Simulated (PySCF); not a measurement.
# GeTe: a composite coupled-cluster curve

One table from this session's results is given with a row withheld; the runs are named, their logs left out.

Program: PySCF 2.14.0. Level of theory: CCSD(T) on RHF, scalar-relativistic core potentials. These are calculated values, not measurements.

The first run:

```yaml
molecule: GeTe
state: singlet, unpaired electrons none
smaller_basis: Ge cc-pwCVDZ-PP with ECP10, Te aug-cc-pVDZ-PP with ECP28
larger_basis: Ge cc-pwCVTZ-PP with ECP10, Te aug-cc-pVTZ-PP with ECP28
frozen_core_orbitals: 13
extrapolation: correlation as n⁻³ (n = 2, 3), Hartree–Fock as (n+1)·exp(−9√n)
corrections: core–valence correlation
distances_Å: 2.0694, 2.1635, 2.2576, 2.3516, 2.4457, 2.5633, 2.6809
masses_u: 73.9212, 129.9062
dissociation_limit: Ge + Te
```

Command:

```console
OMP_NUM_THREADS=4 python comp.py task.json out
```

Steps of the session up to this table: Coupled cluster at each distance.

One table of the session follows, with a row left open; its other results are not shown here.

It belongs to the step «Coupled cluster at each distance». Parts of the energy along the bond, in eV from Ge + Te:

| R (Å) | HF/CBS | CCSD corr. | (T) | core–valence |
| --- | --- | --- | --- | --- |
| 2.0694 | -1.123 | -1.849 | -0.2719 | -0.1911 |
| 2.1635 | -1.747 | -1.868 | -0.2948 | -0.1490 |
| 2.2576 | -2.030 | -1.890 | -0.3210 | -0.1179 |
| 2.3516 | -2.071 | -1.915 | -0.3511 | -0.0949 |
| 2.4457 | ? | ? | ? | ? |
| 2.5633 | -1.614 | -1.987 | -0.4343 | -0.0633 |
| 2.6809 | -1.176 | -2.032 | -0.4906 | -0.0542 |

**Question.** Estimate the row for R (Å) = 2.4457.

Worked estimate for «HF/CBS». A straight line through the neighbours (2.3516, -2.071) and (2.5633, -1.614) gives -2.071 + (-1.614 + 2.071) × (2.4457 − 2.3516) / (2.5633 − 2.3516) = -1.868; a parabola fitted to 4 rows on both sides gives -1.933.

As computed: HF/CBS: -1.939; CCSD corr.: -1.945; (T): -0.3853; core–valence: -0.0780. In «HF/CBS» the line misses by +0.071 and the parabola by +0.006.

Caveats from the session: An extrapolation from double and triple zeta is rough, so this isn't yet the limit.
